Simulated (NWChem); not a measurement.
# CH6Ge (methyl germane): M06-2X/def2-TZVPP

Aim: the electronic atomisation energy of CH6Ge (methyl germane) at M06-2X/def2-TZVPP, from 4 runs. 

The results are computed with NWChem 7.3.0.

**1. The system as given**

CH6Ge has 8 atoms, charge 0, and is taken as a singlet. SMILES: `[CH3][GeH3]`. Geometry: relaxed at PBE0-D4/def2-TZVP.

Bond lengths: C1–Ge2 1.953 Å, C1–H3 1.090 Å, C1–H4 1.090 Å, C1–H5 1.091 Å, Ge2–H6 1.539 Å, Ge2–H7 1.539 Å, Ge2–H8 1.539 Å. Some angles: C1–Ge2–H6 110.4°, C1–Ge2–H7 110.4°, C1–Ge2–H8 110.4°, Ge2–C1–H3 110.3°, Ge2–C1–H4 110.3°, Ge2–C1–H5 110.3°, H6–Ge2–H7 108.5°, H6–Ge2–H8 108.5°, H7–Ge2–H8 108.5°, H3–C1–H4 108.6°.

**2. The energy at M06-2X/def2-TZVPP (run 1)**

File ch6ge.nw:

```
start ch6ge
title "CH6Ge M06-2X"
memory stack 880 mb heap 220 mb global 1100 mb
geometry units au noautosym nocenter noautoz
 C  -0.58751585  0.35961488 -1.83567996
 Ge  0.56105969 -0.34374118  1.60003111
 H  -2.60801102  0.76382730 -1.84531756
 H   0.41347208  1.98836983 -2.60479849
 H  -0.23545988 -1.26498267 -3.05379742
 H   0.05801459  1.94301640  3.32610695
 H   3.41492408 -0.90631265  1.62081810
 H  -0.84225093 -2.64788425  2.68737952
end
basis spherical bse
 * library def2-TZVPP
end
dft
 xc m06-2x
 grid fine
 convergence energy 1e-08
 maxiter 100
 mulliken
 noprint "final vectors analysis"
end
task dft energy
```

Started as:

```bash
$ nwchem ch6ge.nw > ch6ge.out
```

The program printed:

```text
[...]
          Wavefunction type:  closed shell.
          No. of atoms     :     8
          No. of electrons :    44
[...]
          Charge           :     0
          Spin multiplicity:     1
[...]
          AO basis - number of functions:   163
[...]
              XC Information
              --------------
                       M06-2X Method XC Functional
                     Hartree-Fock (Exact) Exchange  0.540
                        M06-2X Exchange Functional  1.000
                      M06-2X Correlation Potential  1.000
[...]
 d= 0,ls=0.0,diis     1  -2118.6790055638 -2.24D+03  1.92D-03  5.30D-01     5.6
[...]
 d= 0,ls=0.0,diis     8  -2118.6969953202 -2.26D-09  3.11D-07  2.38D-09    37.9
         Total DFT energy =    -2118.696995320250
      One electron energy =    -3189.080078142103
           Coulomb energy =     1037.126884485639
    Exchange-Corr. energy =      -86.738708643757
 Nuclear repulsion energy =      119.994906979970
[...]
      Total Density - Mulliken Population Analysis
     ---------------------------------------------
    Atom       Charge   Shell Charges
 -----------   ------   -------------------------------------------------------
    1 C    6     6.52   0.85  1.12  0.50  0.64  0.16  1.32  1.45  0.45  0.01  0.02  0.00
    2 Ge  32    31.74   2.00  2.00  1.15  0.81  0.76  0.58  5.98  4.45  1.55  1.43  0.82  8.90  1.07  0.10  0.12  0.02
    3 H    1     0.86   0.27  0.44  0.11  0.01  0.02  0.00
    4 H    1     0.86   0.27  0.44  0.11  0.01  0.02  0.00
    5 H    1     0.86   0.27  0.44  0.11  0.01  0.02  0.00
    6 H    1     1.06   0.24  0.56  0.24  0.00  0.01  0.00
    7 H    1     1.06   0.24  0.56  0.24  0.00  0.01  0.00
    8 H    1     1.06   0.24  0.56  0.24  0.00  0.01  0.00
[...]
```

Wall time 38 s (1 thread of AMD EPYC 9R45 (Zen 5), shared host); peak memory 0.13 GiB.

**3. The C atom, same level (run 2)**

File calc.nw:

```
echo
start calc
memory total 2200 mb

geometry noautosym nocenter noautoz
   C     0.000000    0.000000    0.000000
end

basis "ao basis" spherical bse
   * library def2-TZVPP
end

dft
   xc m06-2x
   mult 3
   grid fine
   convergence energy 1e-08
   iterations 100
   mulliken
   noprint "final vectors analysis"
end

task dft energy
```

Run the same way, it converges to -37.84251 Eh (log not shown).

Run 3 isn't shown in full; the table further down has it.

**4. The H atom at the same level (run 4)**

File h.nw:

```
start h
title "H"
memory stack 880 mb heap 220 mb global 1100 mb

geometry units angstrom noautosym nocenter noautoz
   H        0.000000       0.000000       0.000000
end

basis spherical bse
   * library def2-TZVPP
end

dft
   xc m06-2x
   mult 2
   grid fine
   convergence energy 1e-08
   maxiter 100
   mulliken
   noprint "final vectors analysis"
end

task dft energy
```

Started as:

```bash
$ nwchem h.nw > h.out
```

The program printed:

```text
[...]
          Wavefunction type:  spin polarized.
          No. of atoms     :     1
          No. of electrons :     1
[...]
          Charge           :     0
          Spin multiplicity:     2
[...]
          AO basis - number of functions:    14
[...]
              XC Information
              --------------
                       M06-2X Method XC Functional
                     Hartree-Fock (Exact) Exchange  0.540
                        M06-2X Exchange Functional  1.000
                      M06-2X Correlation Potential  1.000
[...]
 d= 0,ls=0.0,diis     1     -0.4975638743 -4.98D-01  3.85D-03  1.86D-03     0.0
[...]
  Singularity in Pulay matrix. Error and Fock matrices removed.
  Singularity in Pulay matrix. Error and Fock matrices removed.
 d= 0,ls=0.0,diis     5     -0.4981387915 -1.31D-12  1.97D-09  4.32D-16     0.1
[...]
         Total DFT energy =       -0.498138791489
      One electron energy =       -0.499238667891
           Coulomb energy =        0.307524612157
    Exchange-Corr. energy =       -0.306424735755
 Nuclear repulsion energy =        0.000000000000
[...]
      Total Density - Mulliken Population Analysis
     ---------------------------------------------
    Atom       Charge   Shell Charges
 -----------   ------   -------------------------------------------------------
    1 H    1     1.00   0.18  0.44  0.38  0.00  0.00  0.00
     --------------------------------------------
      Spin Density - Mulliken Population Analysis
     --------------------------------------------
    Atom       Charge   Shell Charges
 -----------   ------   -------------------------------------------------------
    1 H    1     1.00   0.18  0.44  0.38  0.00  0.00  0.00
[...]
      <S2> =      0.7500 (Exact =     0.7500)
[...]
```

Wall time 0.6 s (1 thread of AMD EPYC 9R45 (Zen 5), shared host); peak memory 0.1 GiB.

**5. All runs side by side**

```csv
run,level,partner,energy (Eh),wall time
1,M06-2X/def2-TZVPP,base,-2118.696995,38 s
2,UM06-2X/def2-TZVPP,atoms,-37.842509,0.96 s
3,UM06-2X/def2-TZVPP,atoms,-2076.924782,4.2 s
4,UM06-2X/def2-TZVPP,atoms,-0.498139,0.6 s
```

**6. Summary of results**

Level: M06-2X/def2-TZVPP.

| quantity | value |
| --- | --- |
| H atom: total energy | -0.49814 Eh |
| H atom: ⟨S²⟩ | 0.750 |
| electronic atomisation energy | 25.602 eV |

Taking the molecule apart into free atoms costs 25.60 eV (2470 kJ/mol), before zero-point energy and without spin-orbit coupling. All runs together took 44 s, the longest 38 s.
